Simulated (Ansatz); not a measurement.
# YbI3 (Fm-3m) in Ansatz: single point with PBE

Aim: the single point of YbI3 with PBE.

Program: Ansatz 0.2.0. These are calculated values, not measurements. Logs are shortened: lines on timing, memory, paths and dates and some standing lists are left out, and cuts for length are marked.

## 1. The crystal as given

Symmetry: Fm-3m, No. 225, cubic system. Conventional cell: a = 7.210 Å, b = 7.210 Å, c = 7.210 Å, α = 90.00°, β = 90.00°, γ = 90.00°. Yb (site symmetry m-3m) has 8 I at 3.12 Å as nearest neighbours. I (site symmetry m-3m) has 8 I at 3.12 Å as nearest neighbours. I (site symmetry -43m) is surrounded by 4 Yb at 3.12 Å and 4 I at 3.12 Å.

The cell comes from a database or a generator and needn't be the stable form of this composition.

## 2. Single point, PBE, collinear spin, ferromagnetic start

The input, input.yaml:

```yaml
crystal:
  lattice:
    - [0.0, 3.60521115, 3.60521115]
    - [3.60521115, 0.0, 3.60521115]
    - [3.60521115, 3.60521115, 0.0]
  atoms:
    - { symbol: Yb, position: [0.0, 0.0, 0.0], spin: 2.5 }
    - { symbol: I, position: [0.5, 0.5, 0.5] }
    - { symbol: I, position: [0.25, 0.25, 0.25] }
    - { symbol: I, position: [0.75, 0.75, 0.75] }
hamiltonian:
  xc: pbe
  pseudopotentials: { kind: paw }
magnetization:
  spin_polarized: true
kpoints:
  mp_grid: { grid: [7, 7, 7] }
scf:
  occupations: { method: fermi_dirac, width: 0.05 }
output:
  forces: true
  stress: true
  eigenvalues: true
```

Potentials or basis: Ansatz PAW.

The run is started by

```sh
$ ansatz run input.yaml --threads 2 --pin off --max-ram 5120MiB --backend cpu --events-out ev --progress --plain --runs-dir out
```

Standard output:

```text
Warning: where an SCF of this run starts from atoms to list the orders of its open shells, Yb (site 0, from 0) starts with 0.44 μB on its 4f shell and 0.44 μB on its 5d shell, in the place of the 2.50 μB that the deck gives it: its open shells can hold no more by Hund's first rule. To start from spheres of the given moment, type scf.initial_density.shell_occupations: []
Warning: RAYON_NUM_THREADS=2 ignored (pool sized by the plan → 2); use --threads N
Engine: ansatz 0.2.0, x86_64-unknown-linux-gnu
Pseudopotentials: kind: paw
Pseudopotential: Yb, paw, valence charge 24, recommended cutoff 420 eV (normal), Yb.paw.azcp
Pseudopotential: I, paw, valence charge 17, recommended cutoff 420 eV (normal), I.paw.azcp
Functional definition: PBE
  parameter kappa = 0.804
  parameter beta = 0.06672455060314922
  exchange = pbe_x(kappa = kappa, mu = beta*pi^2/3)
  correlation = pbe_c(beta = beta)
Crystal: 4 atoms, lattice volume = 93.718 Å³
Basis set: ecut = 420 eV, 1837 PW (Γ), exchange–correlation on 72×72×72 points (8 copies of the dense FFT grid, shifted against one another)
Bands: 47, of which v1, the nominal top of the filled ones, is band 38 counted from 1 (37 counted from 0)
Symmetry: 48 space group operations
Space group: Fm-3m (ITA 225), of the structure as read, at distance tolerance 4.5e-5 Å
Magnetic group: BNS 225.116 (UNI 1618), of the structure as read, at distance tolerance 4.5e-5 Å
k-points: 20 of 343
Non-local potential: Yb, projectors of the file, l = 0: 3, l = 1: 2, l = 2: 2, l = 3: 3
Non-local potential: I, projectors of the file, l = 0: 2, l = 1: 2, l = 2: 2, l = 3: 2
PAW form: soft (Blöchl's): semilocal exchange-correlation on the pseudo side does not see the compensation charge
PAW one-centre angular grid: Yb, 590 points (default); XC on 64 Gauss nodes
PAW one-centre angular grid: I, 590 points (default); XC on 64 Gauss nodes
Initial density: superposition of atomic densities (chi_scale 0.1, normalization cell)
Starting moments: Σ|m| = 2.5 μB on 1 of 4 sites
Initial wavefunctions: pseudopotential atomic-orbital guess
Functional: x = pbe(κ = 0.804, μ = 0.2195149727645171), c = pbe(β = 0.06672455060314922)
iter 1 solved again at ethr=2.44e-4 eV; its pass at ethr=3.10e-3 eV (dr2=1.83e-1 eV) is discarded
SCF iter   1: F=—  HF=-36333.968553 eV  |F-HF|=—  |Δ(HF+E_count)|=         —  Δρ=1.87e-2 (↑1.87e-2 ↓1.32e-2)  dr2=1.82e-1  dr2_m=1.59e-1  M=0.266 μB ∫|m|=0.272 μB  β_m=0.30  ethr=2.44e-4  ⟨swp⟩=2.3  Hψ=11533  notcnv=0
Mixer restart at iter 1: flushing history
preconditioner: auto → Kerker (q_TF=auto, 2.629 Å⁻¹)  [metal: Δε(μ)=0.004 eV  Ē_g=11.551 eV  σ=0.050 eV  W_gap=0.02  n_scr=26 (ndim 8)  ℏωp=25.2 eV  f_vac=0.000  D(μ)=4.67/eV (n_scr^D=50)]
spin=Collinear: Kerker preconditioning applied to the charge; magnetization (m = ρ↑ − ρ↓) channel mixes plain (no charge-response kernel on spin).
SCF iter   2: F=—  HF=-36333.967142 eV  |F-HF|=—  |Δ(HF+E_count)|=   1.41e-3  Δρ=1.33e-2 (↑1.33e-2 ↓1.17e-2)  dr2=1.06e-1  dr2_m=9.98e-2  M=0.229 μB ∫|m|=0.233 μB  β_m=0.65  ethr=2.42e-4  ⟨swp⟩=2.1  Hψ=2573  notcnv=0
SCF iter   3: F=—  HF=-36334.118687 eV  |F-HF|=—  |Δ(HF+E_count)|=   1.52e-1  Δρ=7.14e-3 (↑7.14e-3 ↓5.04e-3)  dr2=9.93e-2  dr2_m=1.19e-3  M=0.155 μB ∫|m|=0.155 μB  β_m=0.48  ethr=1.41e-4  ⟨swp⟩=3.2  Hψ=4512  notcnv=0  defer=53
SCF iter   4: F=—  HF=-36333.999592 eV  |F-HF|=—  |Δ(HF+E_count)|=   1.19e-1  Δρ=2.38e-3 (↑1.29e-3 ↓2.38e-3)  dr2=1.10e-2  dr2_m=3.77e-4  M=0.108 μB ∫|m|=0.110 μB  β_m=0.74  ethr=1.32e-4  ⟨swp⟩=3.0  Hψ=4558  notcnv=0  defer=82
SCF iter   5: F=—  HF=-36334.002650 eV  |F-HF|=—  |Δ(HF+E_count)|=   3.06e-3  Δρ=2.20e-3 (↑4.33e-4 ↓2.20e-3)  dr2=5.45e-3  dr2_m=1.25e-3  M=0.078 μB ∫|m|=0.080 μB  β_m=0.87  ethr=1.47e-5  ⟨swp⟩=2.0  Hψ=2644  notcnv=0  defer=82
SCF iter   6: F=—  HF=-36334.003663 eV  |F-HF|=—  |Δ(HF+E_count)|=   1.01e-3  Δρ=6.50e-4 (↑4.78e-4 ↓6.50e-4)  dr2=1.23e-3  dr2_m=5.88e-5  M=0.025 μB ∫|m|=0.029 μB  β_m=0.94  ethr=7.27e-6  ⟨swp⟩=2.0  Hψ=3666  notcnv=0  defer=82
SCF iter   7: F=—  HF=-36334.003756 eV  |F-HF|=—  |Δ(HF+E_count)|=   9.25e-5  Δρ=6.24e-4 (↑6.24e-4 ↓5.14e-4)  dr2=2.47e-5  dr2_m=2.73e-4  M=0.027 μB ∫|m|=0.027 μB  β_m=0.97  ethr=1.65e-6  ⟨swp⟩=2.0  Hψ=3590  notcnv=0  defer=82
SCF iter   8: F=—  HF=-36334.003757 eV  |F-HF|=—  |Δ(HF+E_count)|=   1.37e-6  Δρ=3.89e-4 (↑3.89e-4 ↓1.17e-4)  dr2=1.14e-4  dr2_m=5.19e-5  M=0.014 μB ∫|m|=0.014 μB  β_m=0.98  ethr=3.30e-8  ⟨swp⟩=2.6  Hψ=4068  notcnv=0  defer=82
SCF iter   9: F=—  HF=-36334.003795 eV  |F-HF|=—  |Δ(HF+E_count)|=   3.80e-5  Δρ=1.68e-4 (↑1.68e-4 ↓1.21e-4)  dr2=6.09e-6  dr2_m=1.76e-5  M=0.007 μB ∫|m|=0.007 μB  β_m=0.99  ethr=3.30e-8  ⟨swp⟩=3.0  Hψ=3711  notcnv=0  defer=82
SCF iter  10: F=—  HF=-36334.003795 eV  |F-HF|=—  |Δ(HF+E_count)|=   1.45e-7  Δρ=9.25e-5 (↑7.16e-5 ↓9.25e-5)  dr2=5.24e-7  dr2_m=5.74e-6  M=0.004 μB ∫|m|=0.004 μB  β_m=1.00  ethr=8.12e-9  ⟨swp⟩=2.8  Hψ=3864  notcnv=0  defer=82
SCF iter  11: F=—  HF=-36334.003795 eV  |F-HF|=—  |Δ(HF+E_count)|=   2.48e-8  Δρ=2.63e-5 (↑5.51e-6 ↓2.63e-5)  dr2=5.89e-7  dr2_m=1.66e-7  M=0.001 μB ∫|m|=0.001 μB  β_m=1.00  ethr=6.98e-10  ⟨swp⟩=3.0  Hψ=4035  notcnv=0  defer=82
SCF iter  12: F=—  HF=-36334.003796 eV  |F-HF|=—  |Δ(HF+E_count)|=   1.16e-6  Δρ=5.25e-6 (↑5.25e-6 ↓2.17e-6)  dr2=4.56e-8  dr2_m=2.87e-9  M=-0.000 μB ∫|m|=0.000 μB  β_m=1.00  ethr=6.98e-10  ⟨swp⟩=3.0  Hψ=3628  notcnv=0  defer=82
iter 13 did not close the SCF: its close was put off for a magnetic moment that had not settled (scf_convergence_deferred on its scf_iter line)
SCF iter  13: F=-36334.003796 eV  HF=-36334.003796 eV  |F-HF|=1.15e-8  |Δ(HF+E_count)|=   6.89e-8  Δρ=3.36e-6 (↑7.55e-7 ↓3.36e-6)  dr2=1.46e-8  dr2_m=1.89e-9  M=-0.000 μB ∫|m|=0.000 μB  β_m=0.99  ethr=6.08e-11  ⟨swp⟩=10.1  Hψ=10300  notcnv=0
SCF iter  14: F=-36334.003796 eV  HF=-36334.003796 eV  |F-HF|=8.73e-8  |Δ(HF+E_count)|=   6.69e-9  Δρ=4.11e-6 (↑3.97e-6 ↓4.11e-6)  dr2=6.74e-8  dr2_m=4.97e-12  M=-0.000 μB ∫|m|=0.000 μB  ethr=1.95e-11  ⟨swp⟩=2.7  Hψ=6110  notcnv=0
SCF 1 converged in 14 iterations: F = -36334.003796 eV  dr2 = 6.74e-8
WARN: the starting moments were not kept: the SCF closed with an absolute magnetisation of 1.7e-5 μB, where they sum to 2.5 μB in size (1 site). That is at most 0.1 of that sum. Measured as dr2_m measures the in/out step, that magnetisation stands 3.8e-10 eV from none, at or under the dr2_threshold of 1.0e-7 eV: it is no larger than a step whose dr2_m would equal this threshold. The system may hold no moment; this SCF shows only that its start led to no more than that. To try another start: raise the starting moments (crystal.atoms[].spin, magnetization.per_species, magnetization.initial_magnetization, or on a non-collinear deck that types none of these the spinor_matrix: blocks that start its atoms; where the total moment is fixed, keep their sum and leave initial_magnetization as it is; typed ones take the place of any that the run laid by itself, positive ones on a crystal's lanthanoids without a Hubbard term where scf.initial_density.shell_occupations: [] is typed) or, if the notice of its spin-set hold's release reads "site moments contracting" or "site moments show no strong build", lengthen the hold (scf.mixing.spin_hold: { on: { confirm: 4 } }; for m-r²SCAN on two components see the key's manual first). Each may lead to a state that holds a moment. A second SCF, from the converged charge density, with the starting moments and any scf.initial_density.shell_occupations laid on it anew, would have followed, and was not run: the deck does not ask for one (magnetization.retry_lost_moments is false, the default). To let it run, set magnetization.retry_lost_moments: true and run the deck again, where that key's refused combinations let it; where memory then withholds it, that run's warning says so.
SCF converged after 14 iterations
Magnetization: -0.0000 μB (37.5000 up, 37.5000 down)
Absolute magnetization: 0.0000 μB (∫|ρ↑−ρ↓|, with the PAW one-centre terms)
Spin contamination: 0.0000 ħ² per cell (⟨S²⟩ above its minimum at these occupations)
Per-site moments (μB) at R_I (Å): [(-1.2468533927653177e-5, 1.2879093322866006), (-1.768476808663887e-6, 1.2879093322866006), (-1.14720929636013e-6, 1.2879093322866006), (-1.147209296368204e-6, 1.2879093322866006)]
Free energy (F): -36334.003796 eV
Harris-Foulkes:  -36334.003796 eV  (|F-HF|=8.73e-8)
Internal energy: -36333.970084 eV  (E = F + TS)
E sigma→0 (E₀):  -36333.986940 eV
Entropy (-TS):   -0.033713 eV (-8.428 meV/atom)
Fermi energy:    15.370214 eV
--- Per-component energies (eV) ---
  E_band       = -603.059252
  E_kinetic    = 945.233254
  E_local      = -9583.062240  (includes V_loc(G=0)·N_el)
  E_nonlocal   = 268.560955
  E_hartree    = 4745.451610
  E_xc         = -559.435049
  E_vxc        = -605.361833  (∫ρ·V_xc dr)
  E_paw        = -21795.123096  (= ΣΔE_a)
  E_vpaw       = -1119.354691  (= ΣTr[D̂ρ^β])
  E_aug_tail   = 0.000099  (compensation charges beyond the density's cutoff)
  E_ewald      = -10355.595617
  E_smearing   = -0.033713  (= −TS)
  E_closure    = 0.000000  (closes the sum)
  Σ components = -36334.003796   (vs F -36334.003796, Δ=0.00e0)
--- Forces (eV/Å), atoms counted from 1 ---
  atom   1  Yb    -0.00000000     0.00000000    -0.00000000
  atom   2  I      0.00000000    -0.00000000    -0.00000000
  atom   3  I     -0.00000000    -0.00000000    -0.00000000
  atom   4  I      0.00000000    -0.00000000     0.00000000
  max |Σ_I F_I| component: 2.24e-18 eV/Å
--- Stress (GPa, compression-positive) ---
       25.821578      -0.000000      -0.000000
       -0.000000      25.821578      -0.000000
        0.000000       0.000000      25.821578
  P = ⅓ Tr σ = 25.8216 GPa (258.216 kbar)
--- Band table (eV; the first three rows and the last of 40) ---
  k-point 0 ↑: bands = ["-36.0710", "-30.1660", "-30.1660", "-30.1635", "-30.1635", "-30.1635", "-30.1613", "-30.1613", "-30.1613", "-30.1555", "-30.1555", "-29.8906", "-29.8906", "-29.8906", "-29.8861", "-29.8861", "-8.4246", "-8.4246", "-8.4246", "-0.6120", "2.8194", "4.1747", "10.0383", "10.0383", "10.0383", "10.6869", "10.6869", "10.6869", "14.3777", "14.3777", "14.3777", "14.9256", "14.9256", "14.9256", "14.9323", "15.0627", "15.0627", "15.0627", "16.2830", "16.2830", "19.1042", "21.6654", "21.6654", "21.6654", "23.8290", "23.8290", "23.8290"]
  k-point 1 ↑: bands = ["-36.0710", "-30.1655", "-30.1655", "-30.1637", "-30.1635", "-30.1635", "-30.1614", "-30.1614", "-30.1611", "-30.1560", "-30.1560", "-29.8907", "-29.8906", "-29.8906", "-29.8862", "-29.8862", "-8.4322", "-8.4253", "-8.4253", "-0.4571", "2.6789", "3.9447", "9.7302", "9.8351", "9.8351", "10.8892", "10.8892", "11.7999", "13.8177", "14.2909", "14.2909", "14.9231", "14.9231", "14.9259", "14.9387", "15.0100", "15.0100", "15.0222", "16.8433", "16.8433", "19.7735", "21.5126", "21.5126", "21.8163", "22.7507", "23.1947", "23.1947"]
  k-point 2 ↑: bands = ["-36.0710", "-30.1640", "-30.1640", "-30.1634", "-30.1634", "-30.1634", "-30.1616", "-30.1616", "-30.1610", "-30.1575", "-30.1575", "-29.8909", "-29.8904", "-29.8904", "-29.8862", "-29.8862", "-8.4491", "-8.4270", "-8.4270", "-0.0219", "2.2630", "3.4805", "9.5384", "9.5384", "9.9073", "11.1867", "11.1867", "12.5182", "14.0878", "14.2201", "14.2201", "14.9216", "14.9216", "14.9265", "14.9722", "14.9794", "14.9794", "15.0511", "18.0498", "18.0498", "19.8396", "20.5326", "21.2226", "21.2226", "21.9982", "21.9982", "23.8994"]
  k-point 19 ↓: bands = ["-36.0709", "-30.1636", "-30.1633", "-30.1629", "-30.1627", "-30.1626", "-30.1624", "-30.1624", "-30.1610", "-30.1581", "-30.1577", "-29.8909", "-29.8906", "-29.8900", "-29.8864", "-29.8863", "-8.4521", "-8.4481", "-8.4341", "1.4139", "1.6506", "2.0380", "8.1114", "9.5949", "10.5319", "11.3251", "12.9708", "13.5743", "14.0139", "14.6078", "14.6580", "14.9204", "14.9258", "14.9286", "14.9584", "15.0316", "15.2172", "15.4440", "18.3389", "19.0688", "19.8034", "19.8134", "19.9159", "19.9695", "21.5148", "21.7789", "23.0728"]
```

Wall time 2.8 s (2 threads of AMD EPYC 9R45 (Zen 5), shared host); peak memory 0.55 GiB.

Results:

| Quantity | Value |
| --- | --- |
| Free energy | -36334.0038 eV |
| Pressure | 25.8 GPa |
| Band gap on the k mesh | none (metal or under the smearing width) |
| Net moment | 0.00 μB per cell |
| Absolute moment | 0.00 μB per cell |

Caveat: spin-orbit coupling is left out, which moves the levels of the heavy elements; without U or exact exchange the open f shell lies at the Fermi level, which spoils levels, moments and volumes; the starting moments weren't kept.
